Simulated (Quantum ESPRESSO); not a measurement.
A calculation with Quantum ESPRESSO 7.5 of GaGe (native input, structure typed inline):

The input pw.in:

```
&CONTROL
  calculation = 'scf'
  prefix = 'pwscf'
  outdir = './tmp'
  pseudo_dir = './pseudo'
  tprnfor = .true.
  tstress = .true.
  disk_io = 'low'
/
&SYSTEM
  ibrav = 0
  nat = 2
  ntyp = 2
  ecutwfc = 56
  ecutrho = 448
  nbnd = 24
  occupations = 'smearing'
  smearing = 'fd'
  degauss = 0.00367493
/
&ELECTRONS
  conv_thr = 4d-10
  electron_maxstep = 120
  mixing_beta = 0.5
/
ATOMIC_SPECIES
Ge    72.6300 ge_pbesol_v1.4.uspp.F.UPF
Ga    69.7230 ga_pbesol_v1.4.uspp.F.UPF
CELL_PARAMETERS angstrom
   0.0000000000    2.8978440000    2.8978440000
   2.8978440000    0.0000000000    2.8978440000
   2.8978440000    2.8978440000    0.0000000000
ATOMIC_POSITIONS crystal
Ge     0.0000000000    0.0000000000    0.0000000000
Ga     0.2500000000    0.2500000000    0.2500000000
K_POINTS automatic
8 8 8 0 0 0
```

The input pp_density.in:

```
&INPUTPP
  prefix = 'pwscf'
  outdir = './tmp'
  filplot = 'density.dat'
  plot_num = 0
/
&PLOT
  nfile = 1
  filepp(1) = 'density.dat'
  iflag = 3
  output_format = 6
  fileout = 'density.cube'
/
```

File pp_potential.in:

```
&INPUTPP
  prefix = 'pwscf'
  outdir = './tmp'
  filplot = 'potential.dat'
  plot_num = 11
/
&PLOT
  nfile = 1
  filepp(1) = 'potential.dat'
  iflag = 3
  output_format = 6
  fileout = 'potential.cube'
/
```

Potentials or basis: GBRV 1.5 PBEsol.

Command:

```console
$ OMP_NUM_THREADS=1 mpirun -n 2 pw.x -nk 2 -in pw.in > pw.out
$ OMP_NUM_THREADS=1 mpirun -n 1 pp.x -in pp_density.in > pp_density.out
$ OMP_NUM_THREADS=1 mpirun -n 1 pp.x -in pp_potential.in > pp_potential.out
```

The cell comes from a database or a generator and needn't be the stable form of this composition.

**Question.** Write the same calculation in another form: ASE script, structure typed inline.

**Answer.** As run:

Contents of run.py:

```python
import numpy as np
from ase.calculators.espresso import Espresso, EspressoProfile
from ase import Atoms

atoms = Atoms(['Ge', 'Ga'],
              cell=[[0.0, 2.897844, 2.897844], [2.897844, 0.0, 2.897844], [2.897844, 2.897844, 0.0]],
              scaled_positions=[[0.0, 0.0, 0.0], [0.25, 0.25, 0.25]],
              pbc=True)

input_data = {
    'control': {'calculation': 'scf', 'prefix': 'pwscf', 'outdir': './tmp', 'tprnfor': True, 'tstress': True, 'disk_io': 'nowf'},
    'system': {'ecutwfc': 56.0, 'ecutrho': 448.0, 'nbnd': 24, 'occupations': 'smearing', 'smearing': 'fd', 'degauss': 0.00367493},
    'electrons': {'conv_thr': 4e-10, 'electron_maxstep': 120, 'mixing_beta': 0.5},
}
pseudopotentials = {'Ga': 'ga_pbesol_v1.4.uspp.F.UPF', 'Ge': 'ge_pbesol_v1.4.uspp.F.UPF'}
profile = EspressoProfile(command='mpirun -n 2 pw.x -nk 2', pseudo_dir='pseudo')
dft = Espresso(profile=profile, input_data=input_data, pseudopotentials=pseudopotentials, kpts=(8, 8, 8), koffset=(0, 0, 0))
atoms.calc = dft

print(f'energy {atoms.get_potential_energy():.8f} eV')
print('forces (eV/A)')
print(np.round(atoms.get_forces(), 6))
print('stress (eV/A^3, Voigt)')
print(np.round(atoms.get_stress(), 8))
print(f'Fermi level {dft.get_fermi_level():.4f} eV')
```

Potentials or basis: GBRV 1.5 PBEsol.

Run with:

```bash
$ OMP_NUM_THREADS=1 python run.py
```

Both were run:

|  | native input, structure typed inline | ASE script, structure typed inline |
| --- | --- | --- |
| Pressure | -2.4 GPa | -2.4 GPa |
| Band gap on the k mesh | none (metal or under the smearing width) | none (metal or under the smearing width) |

Keys that steer only the numerical path or the files written may differ.
